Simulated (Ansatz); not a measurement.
The system is Ta3AsAu2O13.

```
CELL_PARAMETERS angstrom
5.72385 -0.00745 -0.00403
1.30279 6.25499 0.00561
0.27574 1.30074 8.36754
ATOMIC_POSITIONS crystal
Ta 0.21713 0.30521 0.58431
Ta 0.03325 0.11123 0.99855
Ta 0.58248 0.62145 0.50482
As 0.58707 0.89691 0.83049
Au 0.58004 0.09228 0.18613
Au 0.04485 0.82077 0.44682
O 0.66201 0.69726 0.71088
O 0.51632 0.13418 0.69625
O 0.85098 0.88773 0.91932
O 0.34466 0.87003 0.94651
O 0.73015 0.29240 0.03095
O 0.24622 0.21809 0.11075
O 0.12900 0.09398 0.49104
O 0.48032 0.38887 0.43499
O 0.05966 0.26685 0.78594
O 0.93330 0.53240 0.45645
O 0.49975 0.85161 0.34971
O 0.25256 0.62988 0.62473
O 0.91878 0.95175 0.22636
```

The cell was built by a generator and needn't be a form met in nature.

Base run:

- Program: Ansatz 0.2.0
- Functional: RPBE
- Potentials or basis: all-electron LAPW, scalar-relativistic
- Cutoff: 522 eV
- Density cutoff: 2087 eV
- Basis error allowed: 0.003 eV/atom
- k mesh: 4 × 4 × 3
- Occupations: fermi-dirac, width 0.05 eV
- Spin: no spin polarisation

Its results: band gap on the k mesh 1.31 eV, indirect (least direct gap 1.38 eV); pressure 3.1 GPa; largest force 0.271 eV/Å.

After a change of settings the same cell gave: band gap on the k mesh 1.22 eV, indirect (least direct gap 1.29 eV); pressure -8.4 GPa; largest force 0.834 eV/Å. Which change was it?
A. functional from RPBE to PBE; k mesh from 4 × 4 × 3 to 5 × 5 × 4
B. functional from RPBE to PBE
C. functional from RPBE to LDA
D. functional from RPBE to PBEsol

C.

LDA binds more tightly than RPBE, so the same cell stands under less pressure.

Caveats: spin-orbit coupling is left out, which moves the levels of the heavy elements.

Not every run made on this cell is shown here.
